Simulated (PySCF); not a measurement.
# H₉NOSi₃: magnetic properties

What do calculations give for the magnetic properties of H₉NOSi₃ (`N[Si@@H](O)[SiH2][SiH3]`)?

Computed with PySCF 2.14.0 and routines of our own; the level stands in each step. Atoms count from 0.

## 1. The starting structure

14 atoms, charge 0, multiplicity 1; geometry from: GFN2-xTB.

## 2. Magnetic properties: GIAO BHandHLYP/pcSseg-1

The job: settings as JSON, then the geometry in Å.

```
{"job": {"kind": "mag", "xc": "BHandHLYP", "basis": "pcSseg-1", "isotopologues": 2}, "charge": 0, "multiplicity": 1}
N     -2.607485     0.024685     0.825095
Si    -1.282058     0.244159    -0.275098
O     -0.627280     1.703304     0.058602
Si     0.599558    -1.071686    -0.062126
Si     2.534204     0.035389     0.562824
H     -2.425991     0.145193     1.809968
H     -3.193749    -0.783772     0.698346
H     -1.988868     0.282412    -1.562769
H     -1.184129     2.472585     0.146096
H      0.821869    -1.814188    -1.318896
H      0.327077    -2.169872     0.893759
H      3.578918    -0.850280     1.092985
H      2.295219     1.033202     1.609877
H      3.152037     0.748394    -0.560336
```

Method: GIAO BHandHLYP/pcSseg-1 magnetisability, rotational g tensor and spin-rotation constants, non-relativistic, gas phase.

On the command line:

```bash
$ OMP_NUM_THREADS=1 python excited_run.py task.json out
```

The driver reads the jobs from task.json and runs them one after another.

What it wrote:

```text
coarse grid: 12600 points
cycle   1  E = -1003.6801579039  dE =  1.825e-01  |g| = 7.145e-01  |ddm| = 3.242e+00
cycle   2  E = -1003.6684541639  dE =  1.170e-02  |g| = 7.895e-01  |ddm| = 1.210e+00
cycle   3  E = -1003.7793161192  dE = -1.109e-01  |g| = 5.043e-02  |ddm| = 6.978e-01
cycle   4  E = -1003.7797496721  dE = -4.336e-04  |g| = 2.564e-02  |ddm| = 6.244e-02
cycle   5  E = -1003.7798774622  dE = -1.278e-04  |g| = 6.915e-03  |ddm| = 2.494e-02
cycle   6  E = -1003.7798877352  dE = -1.027e-05  |g| = 6.814e-04  |ddm| = 7.107e-03
cycle   7  E = -1003.7798878861  dE = -1.509e-07  |g| = 2.115e-04  |ddm| = 1.361e-03
final grid: 106328 points
cycle   8  E = -1003.8009412955  dE = -6.262e-06  |g| = 2.095e-03  |ddm| = 8.433e-03
cycle   9  E = -1003.8009414158  dE = -1.203e-07  |g| = 2.042e-03  |ddm| = 3.921e-03
cycle  10  E = -1003.8009422456  dE = -8.298e-07  |g| = 2.042e-04  |ddm| = 1.685e-03
cycle  11  E = -1003.8009422549  dE = -9.346e-09  |g| = 7.243e-05  |ddm| = 2.941e-04
cycle  12  E = -1003.8009422563  dE = -1.324e-09  |g| = 2.466e-05  |ddm| = 1.129e-04
cycle  13  E = -1003.8009422564  dE = -1.041e-10  |g| = 6.144e-06  |ddm| = 2.238e-05
converged SCF energy = -1003.8009422564

Magnetisability tensor (1e-30 J/T^2)
    -1289.01       -1.20        3.84
       -1.20    -1271.24        5.62
        3.84        5.62    -1271.01
isotropic -1277.09   principal values   -1290.10  -1275.82  -1265.34
isotropic susceptibility -76.908 1e-6 cm^3/mol

Inertial axes            a          b          c
rot. const./GHz      4.2201     1.1931     1.0397
chi total           -77.562    -76.542    -76.619
chi diamagnetic    -413.573  -1129.691  -1273.051
chi paramagnetic    336.011   1053.148   1196.432
quadrupole/D A       -3.029      2.063      0.966
g nuclear            0.6273     0.5770     0.5732
g electronic        -0.6662    -0.5903    -0.5844
g total             -0.0389    -0.0132    -0.0112

Spin-rotation constants (kHz, H = +C I.J)
atom  isotope        aa         bb         cc
  0    14N        0.199      0.037      0.044
  5     1H       -0.494     -0.152      0.006
  6     1H       -0.386     -0.037     -0.126
  7     1H       -0.198     -0.099      0.012
  8     1H       -0.309     -0.038     -0.138
  9     1H       -0.371     -0.072     -0.016
 10     1H       -0.399     -0.038     -0.041
 11     1H       -0.023     -0.084     -0.084
 12     1H       -0.371     -0.036     -0.038
 13     1H       -0.337     -0.080     -0.011
  1   29Si*      -2.579     -0.701     -0.668
  2    17O*      -0.322     -0.101     -0.078
  3   29Si*      -1.943     -0.579     -0.518
  4   29Si*      -2.080     -0.570     -0.520
* in the singly substituted isotopologue

Isotopologues: g along a, b, c
2H    at 5,6,7,8,9,10,1    -0.0312    -0.0115    -0.0098
15N   at 0                 -0.0387    -0.0131    -0.0111
```

Wall time 14 s (1 thread of Arm Neoverse V2, shared host); peak memory 0.72 GiB.

In short:

```
              quantity                      value
       magnetisability           -1277·10⁻³⁰ J/T²
  molar susceptibility         -76.9·10⁻⁶ cm³/mol
rotational g (a, b, c)  -0.0389, -0.0132, -0.0112
```

## 3. Magnetic properties: GIAO BLYP/def2-SVP

Settings changed since step 2:

```diff
@@ -1,2 +1,2 @@
-{"job": {"kind": "mag", "xc": "BHandHLYP", "basis": "pcSseg-1", "isotopologues": 2}, "charge": 0, "multiplicity": 1}
+{"job": {"kind": "mag", "xc": "BLYP", "basis": "def2-SVP"}, "charge": 0, "multiplicity": 1}
 N     -2.607485     0.024685     0.825095
```

Level: GIAO BLYP/def2-SVP magnetisability, rotational g tensor and spin-rotation constants, non-relativistic, gas phase.

What it wrote:

```text
coarse grid: 12600 points
cycle   1  E = -1003.1072705183  dE =  2.881e-01  |g| = 9.863e-01  |ddm| = 3.543e+00
cycle   2  E = -1002.2318040248  dE =  8.755e-01  |g| = 2.207e+00  |ddm| = 3.993e+00
cycle   3  E = -1003.2920448859  dE = -1.060e+00  |g| = 1.804e-01  |ddm| = 3.407e+00
cycle   4  E = -1003.2972289847  dE = -5.184e-03  |g| = 1.458e-01  |ddm| = 3.844e-01
cycle   5  E = -1003.3014781351  dE = -4.249e-03  |g| = 4.386e-02  |ddm| = 1.718e-01
cycle   6  E = -1003.3019932030  dE = -5.151e-04  |g| = 7.399e-03  |ddm| = 6.640e-02
cycle   7  E = -1003.3020134183  dE = -2.022e-05  |g| = 1.564e-03  |ddm| = 1.449e-02
cycle   8  E = -1003.3020143303  dE = -9.120e-07  |g| = 3.249e-04  |ddm| = 2.828e-03
final grid: 106328 points
cycle   9  E = -1003.4664074456  dE = -1.696e-05  |g| = 6.139e-03  |ddm| = 1.912e-02
cycle  10  E = -1003.4663829398  dE =  2.451e-05  |g| = 1.223e-02  |ddm| = 1.742e-02
cycle  11  E = -1003.4664158574  dE = -3.292e-05  |g| = 1.057e-03  |ddm| = 1.219e-02
cycle  12  E = -1003.4664161932  dE = -3.357e-07  |g| = 2.152e-04  |ddm| = 1.678e-03
cycle  13  E = -1003.4664162030  dE = -9.877e-09  |g| = 1.141e-04  |ddm| = 3.932e-04
cycle  14  E = -1003.4664162058  dE = -2.788e-09  |g| = 1.832e-05  |ddm| = 1.319e-04
cycle  15  E = -1003.4664162060  dE = -1.198e-10  |g| = 3.368e-06  |ddm| = 2.872e-05
converged SCF energy = -1003.4664162060

Magnetisability tensor (1e-30 J/T^2)
    -1270.25       11.11        1.24
       11.11    -1248.24       11.05
        1.24       11.05    -1246.12
isotropic -1254.87   principal values   -1275.26  -1255.33  -1234.01
isotropic susceptibility -75.570 1e-6 cm^3/mol

Inertial axes            a          b          c
rot. const./GHz      4.2201     1.1931     1.0397
chi total           -76.661    -74.908    -75.142
chi diamagnetic    -411.813  -1127.457  -1270.409
chi paramagnetic    335.152   1052.550   1195.267
quadrupole/D A       -2.263      2.027      0.236
g nuclear            0.6273     0.5770     0.5732
g electronic        -0.6645    -0.5900    -0.5838
g total             -0.0372    -0.0129    -0.0106

Spin-rotation constants (kHz, H = +C I.J)
atom  isotope        aa         bb         cc
  0    14N        0.202      0.041      0.047
  5     1H       -0.511     -0.160      0.011
  6     1H       -0.394     -0.030     -0.131
  7     1H       -0.181     -0.095      0.016
  8     1H       -0.317     -0.040     -0.144
  9     1H       -0.370     -0.071     -0.013
 10     1H       -0.400     -0.037     -0.039
 11     1H       -0.019     -0.082     -0.084
 12     1H       -0.373     -0.035     -0.038
 13     1H       -0.339     -0.080     -0.009
  1   29Si*      -2.375     -0.632     -0.613
  2    17O*      -0.316     -0.113     -0.079
  3   29Si*      -1.726     -0.524     -0.471
  4   29Si*      -1.877     -0.520     -0.476
* in the singly substituted isotopologue
```

Run time: 14 s. Hardware: 1 thread of Arm Neoverse V2, shared host; peak memory 0.53 GiB.

Key values:

```
              quantity                      value
       magnetisability           -1255·10⁻³⁰ J/T²
  molar susceptibility         -75.6·10⁻⁶ cm³/mol
rotational g (a, b, c)  -0.0372, -0.0129, -0.0106
```

## 4. Magnetic properties: GIAO BP86/MINI

Settings changed since step 3:

```diff
@@ -1,2 +1,2 @@
-{"job": {"kind": "mag", "xc": "BLYP", "basis": "def2-SVP"}, "charge": 0, "multiplicity": 1}
+{"job": {"kind": "mag", "xc": "BP86", "basis": "MINI", "scf": {"conv": 1e-07, "guess": "atom"}}, "charge": 0, "multiplicity": 1}
 N     -2.607485     0.024685     0.825095
```

Method: GIAO BP86/MINI magnetisability, rotational g tensor and spin-rotation constants, non-relativistic, gas phase.

What it wrote:

```text
final grid: 106328 points
cycle   1  E = -998.0003101509  dE =  1.044e+00  |g| = 6.233e-01  |ddm| = 4.810e+00
cycle   2  E = -997.1756556695  dE =  8.247e-01  |g| = 1.643e+00  |ddm| = 5.524e+00
cycle   3  E = -998.1280221792  dE = -9.524e-01  |g| = 2.188e-01  |ddm| = 4.846e+00
cycle   4  E = -998.1408367303  dE = -1.281e-02  |g| = 1.385e-01  |ddm| = 7.753e-01
cycle   5  E = -998.1468620137  dE = -6.025e-03  |g| = 2.404e-02  |ddm| = 2.873e-01
cycle   6  E = -998.1471271678  dE = -2.652e-04  |g| = 4.899e-03  |ddm| = 7.160e-02
cycle   7  E = -998.1471401860  dE = -1.302e-05  |g| = 7.543e-04  |ddm| = 1.783e-02
cycle   8  E = -998.1471404070  dE = -2.210e-07  |g| = 2.094e-04  |ddm| = 2.175e-03
cycle   9  E = -998.1471404309  dE = -2.387e-08  |g| = 2.638e-05  |ddm| = 7.669e-04
converged SCF energy = -998.1471404309

Magnetisability tensor (1e-30 J/T^2)
    -1666.25       14.10      -23.86
       14.10    -1579.99       10.92
      -23.86       10.92    -1521.94
isotropic -1589.39   principal values   -1672.74  -1578.52  -1516.91
isotropic susceptibility -95.715 1e-6 cm^3/mol

Inertial axes            a          b          c
rot. const./GHz      4.2201     1.1931     1.0397
chi total          -100.605    -94.929    -91.613
chi diamagnetic    -431.691  -1147.709  -1290.125
chi paramagnetic    331.086   1052.779   1198.513
quadrupole/D A       -2.383      2.541     -0.158
g nuclear            0.6273     0.5770     0.5732
g electronic        -0.6564    -0.5901    -0.5854
g total             -0.0291    -0.0130    -0.0122

Spin-rotation constants (kHz, H = +C I.J)
atom  isotope        aa         bb         cc
  0    14N        0.112      0.001      0.015
  5     1H       -0.575     -0.177     -0.011
  6     1H       -0.455     -0.052     -0.148
  7     1H       -0.279     -0.116     -0.009
  8     1H       -0.449     -0.052     -0.170
  9     1H       -0.478     -0.099     -0.033
 10     1H       -0.501     -0.066     -0.057
 11     1H       -0.135     -0.114     -0.108
 12     1H       -0.497     -0.068     -0.060
 13     1H       -0.468     -0.112     -0.028
  1   29Si*      -1.395     -0.194     -0.315
  2    17O*       0.531     -0.169      0.051
  3   29Si*      -0.427     -0.087     -0.061
  4   29Si*      -0.564     -0.148     -0.129
* in the singly substituted isotopologue
```

Wall time 4.7 s (1 thread of Arm Neoverse V2, shared host); peak memory 0.44 GiB.

Key values:

```
              quantity                      value
       magnetisability           -1589·10⁻³⁰ J/T²
  molar susceptibility         -95.7·10⁻⁶ cm³/mol
rotational g (a, b, c)  -0.0291, -0.0130, -0.0122
```

## 5. The levels compared

```
                  level  ξ (10⁻³⁰ J/T²)     g(a)     g(b)  gap (eV)  functions   time
GIAO BHandHLYP/pcSseg-1           -1277  -0.0389  -0.0132      8.97        151   14 s
     GIAO BLYP/def2-SVP           -1255  -0.0372  -0.0129      4.84        127   14 s
         GIAO BP86/MINI           -1589  -0.0291  -0.0130      4.58         46  4.7 s
```

## 6. Outcome

| quantity | value |
| --- | --- |
| magnetisability (step 2, GIAO BHandHLYP/pcSseg-1) | -1277·10⁻³⁰ J/T² |
| molar susceptibility (step 2, GIAO BHandHLYP/pcSseg-1) | -76.9·10⁻⁶ cm³/mol |
| rotational g (a, b, c) (step 2, GIAO BHandHLYP/pcSseg-1) | -0.0389, -0.0132, -0.0112 |
| magnetisability over the levels | -1277 to -1255·10⁻³⁰ J/T² |

GIAO BP86/MINI has a minimal basis, so it is left out of the spread where two other levels stand. The magnetisability spreads by 1.8 % over 2 levels of like cost. Two levels can agree by chance, so this spread shows no convergence. Vibrational averaging and real surroundings are missing from these values.
